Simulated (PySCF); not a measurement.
# SiAg: from the state search to spectroscopic constants

What are the lowest state that PBE0 finds, the bond length, vibrational wavenumber and bond energy of SiAg, and how much do these hang on the method?

Method: Si x2c-TZVPPall, Ag x2c-TZVPPall, spin-free X2C with a Gaussian nucleus; program: PySCF 2.14.0.

### Step 1. Input

Settings of the job:

```json
{
 "atoms": "Si, Ag",
 "charge": "0",
 "basis": "Si x2c-TZVPPall, Ag x2c-TZVPPall",
 "Hamiltonian": "spin-free X2C with a Gaussian nucleus",
 "basis functions": "121",
 "electrons treated": "61",
 "masses in u": "27.9769, 106.9051",
 "levels": "PBE0, PBE, r²SCAN, M06, BHandHLYP, B2PLYP, B3LYP, LC-ωPBE, HF, MP2, SCS-MP2",
 "grid": "80 radial by 434 angular points",
 "occupations": "held fixed by the projection of orbital angular momentum",
 "dissociation limit": "Si + Ag, each in its ground configuration",
 "starting distance in angstrom": "2.450",
 "values of 2S to try": "1, 3, 5"
}
```

Started as:

```console
$ OMP_NUM_THREADS=2 python dia.py task.json out
```

After this run come: The PBE0 curve of the state that the search chose; Other states along the same grid; PBE; r²SCAN (meta-GGA); M06 (hybrid meta-GGA); BHandHLYP (global hybrid GGA); B2PLYP; B3LYP; LC-ωPBE (range-separated hybrid); UHF.

What does the calculation give? Wanted: for each run, Re; ωe; De; μ.

The runs gave:

Lowest PBE0 solution found, without spin–orbit coupling: ²Π (doublet), unpaired electrons π ↑. State 2 has its PBE0 minimum 0.51 eV higher. State 3 has its PBE0 minimum 0.91 eV higher, as a spin-mixed determinant (⟨S²⟩ = 1.77), so this is no gap between pure states. State 4 has its PBE0 minimum 0.95 eV higher, as a spin-mixed determinant (⟨S²⟩ = 1.77), so this is no gap between pure states. The other levels ran on the lowest alone.

```
    level  Re (Å)  ωe (cm⁻¹)  De (eV)  μ (D)
  UHF-MP2   2.313        309     1.79    n/a
      PBE   2.365      297.7     2.12   0.82
   r²SCAN   2.349        307     1.99   1.29
    B3LYP   2.400      278.9     1.81   0.94
     PBE0   2.388      287.9     1.80   1.48
      M06   2.417      285.3     2.02   0.87
BHandHLYP   2.436      269.8     1.48   1.72
  LC-ωPBE   2.389      299.1     1.55   2.78
   B2PLYP   2.372      290.2     1.81   1.84
```

De is counted to Si + Ag in their ground configurations. A positive dipole means Si(−)Ag(+). No constants: UHF (fits of two degrees disagree); UHF-SCS-MP2 (fits of two degrees disagree).

**Reading.** Bond lengths run from 2.313 Å (UHF-MP2) to 2.436 Å (BHandHLYP). Among the levels with a De in the table, it runs from 1.48 eV (BHandHLYP) to 2.12 eV (PBE).

Correlated steps freeze 19 core orbitals. B2PLYP dipoles, levels and charges come from its SCF part alone. The state is the lowest single determinant that the PBE0 search found; with open d or f shells the true ground state can be another one. Spin–orbit coupling is left out.
